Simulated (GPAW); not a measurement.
# revPBE/real-space grid (scalar-relativistic datasets) run of SiNH4OF (SMILES N[SiH](O)F)

We compute ionisation energies of SiNH4OF. Input form: an ASE script.

The calculation is run with GPAW 26.7.0.

1 further run of the same task is left out (set aside as unsound or not needed). Runs told in other sessions of the task aren't counted.

**1. The structure to begin with**

SiNH4OF: 8 atoms, total charge 0, spin state singlet. SMILES: `N[SiH](O)F`. Geometry: relaxed at GFN2-xTB. This is one conformer, not always the lowest.

Bond lengths: N1–Si2 1.718 Å, Si2–O3 1.612 Å, Si2–F4 1.610 Å, N1–H5 1.007 Å, N1–H6 1.006 Å, Si2–H7 1.445 Å, O3–H8 0.954 Å. Angles: N1–Si2–O3 111.3°, N1–Si2–F4 102.6°, O3–Si2–F4 110.4°, N1–Si2–H7 121.3°, O3–Si2–H7 103.6°, F4–Si2–H7 107.5°, Si2–N1–H5 118.3°, Si2–N1–H6 119.3°, Si2–O3–H8 121.4°, H5–N1–H6 110.1°.

**2. Ionisation energies at revPBE/real-space grid (scalar-relativistic datasets)**

Input file mol.py:

```python
from ase import Atoms
from gpaw import GPAW

# Structure
molecule = Atoms('NSiOFHHHH',
    positions=[[ -1.074880,   0.579620,  -0.127930],
               [  0.546410,   0.013170,  -0.150410],
               [  0.811920,  -1.047820,   1.033860],
               [  0.644050,  -0.711870,  -1.584450],
               [ -1.434800,   1.027570,  -0.954320],
               [ -1.424400,   1.039880,   0.695180],
               [  1.662880,   0.925330,  -0.046360],
               [  0.268820,  -1.825880,   1.134420]])
molecule.center(vacuum=4.5)

energies = {}
for name, charge, unpaired in [('neutral', 0, 0), ('oxidised', 1, 1)]:
    molecule.set_initial_magnetic_moments([unpaired / len(molecule)] * len(molecule))
    gpaw_calc = GPAW(mode='fd',
                     h=0.18,
                     occupations={'name': 'fermi-dirac', 'width': 0.0, 'fixmagmom': unpaired > 0},
                     xc='revPBE',
                     symmetry='off',
                     maxiter=100,
                     charge=charge,
                     txt='-')
    molecule.calc = gpaw_calc
    energies[name] = molecule.get_potential_energy()
    print(f'{name:10} {energies[name]:12.5f} eV')

ip = energies['oxidised'] - energies['neutral']
print(f'Vertical IP = {ip:.3f} eV')
```

The run is started by

```
python3 mol.py
```

What it wrote:

```text
[...]
Number of symmetries: 1
[...]
  Number of IBZ points: 1
[...]
Spin-components: 1 (collinear spins)
Bands:           20
[...]
  Valence electrons: 26.0
[...]
  Grid points: [68 64 64]
  Charge: 0.0  # |e|
[...]
    cutoffs:
[...]
occupation numbers:
  # Zero width
[...]
xc functional:
  name: revPBE with 2 nearest neighbor stencil
[...]
|iter     |     time |      energy | eigst |  dens |
[...]
|iter:   1| 00:00:04 |  -46.752338 | +1.14 |       |
[...]
Converged in 13 steps
[...]
dipole moment: (-0.352097, 0.196200, 0.197621)  # |e|*Ang
Fermi level: -3.641
[...]
|iter:  35| 00:02:16 |  -31.548573c| -7.44c| -5.04c|  +1.0000|
Converged in 35 steps
[...]
Energy contributions relative to reference atoms: (reference = -14180.891980)
Energy contributions:
  Kinetic:          45.971432
  Coulomb:         -46.867941
  Zero:              1.135124
  External:          0.000000
  Xc:              -31.787187
  Entropy:           0.000000
  Spinorbit:         0.000000
  ----------------------------
  Free energy:     -31.548573
  Extrapolated:    -31.548573
[...]
Total magnetic moment: (0.000000, 0.000000, 1.000000)
Local magnetic moments
|        x |        y |         z |
|----------|----------|-----------|
| 0.000000 | 0.000000 |  0.275885 |  # N    0
| 0.000000 | 0.000000 |  0.017185 |  # Si   1
| 0.000000 | 0.000000 |  0.051581 |  # O    2
| 0.000000 | 0.000000 |  0.011215 |  # F    3
| 0.000000 | 0.000000 | -0.003026 |  # H    4
| 0.000000 | 0.000000 | -0.004550 |  # H    5
| 0.000000 | 0.000000 |  0.050913 |  # H    6
| 0.000000 | 0.000000 | -0.000499 |  # H    7
Fermi levels: -10.005, -13.895
Eigenvalues  # (at kpt = [0.000, 0.000, 0.000])
| band index |      eig [eV] | occ [0-1] |      eig [eV] | occ [0-1] |
|------------|---------------|-----------|---------------|-----------|
|          0 |       -35.050 |     1.000 |       -35.022 |     1.000 |
|        ... |               |           |               |           |
|          5 |       -19.231 |     1.000 |       -19.046 |     1.000 |
|          6 |       -17.525 |     1.000 |       -17.342 |     1.000 |
|          7 |       -17.071 |     1.000 |       -16.487 |     1.000 |
|          8 |       -15.853 |     1.000 |       -15.544 |     1.000 |
|          9 |       -15.580 |     1.000 |       -14.876 |     1.000 |
|         10 |       -14.944 |     1.000 |       -14.560 |     1.000 |
|         11 |       -14.723 |     1.000 |       -13.926 |     1.000 |
|         12 |       -14.036 |     1.000 |       -13.865 |     0.000 |
|         13 |        -6.145 |     0.000 |        -5.952 |     0.000 |
|         14 |        -5.521 |     0.000 |        -5.489 |     0.000 |
[...]
Gap: 7.720 eV
Transition (v -> c):
  (s=1, k=0, n=12, [0.00, 0.00, 0.00]) -> (s=0, k=0, n=13, [0.00, 0.00, 0.00])
No difference between direct/indirect transitions
vacuum-level: 0.000  # V
oxidised      -31.54857 eV
Vertical IP = 10.296 eV
```

It took 2.3 min on 1 thread of Intel Xeon 6975P-C (Granite Rapids), shared host; peak memory 1.5 GiB.

**3. Summary of results**

Level: revPBE/real-space grid (scalar-relativistic datasets).

| quantity | value |
| --- | --- |
| first ionisation energy | 10.30 eV |
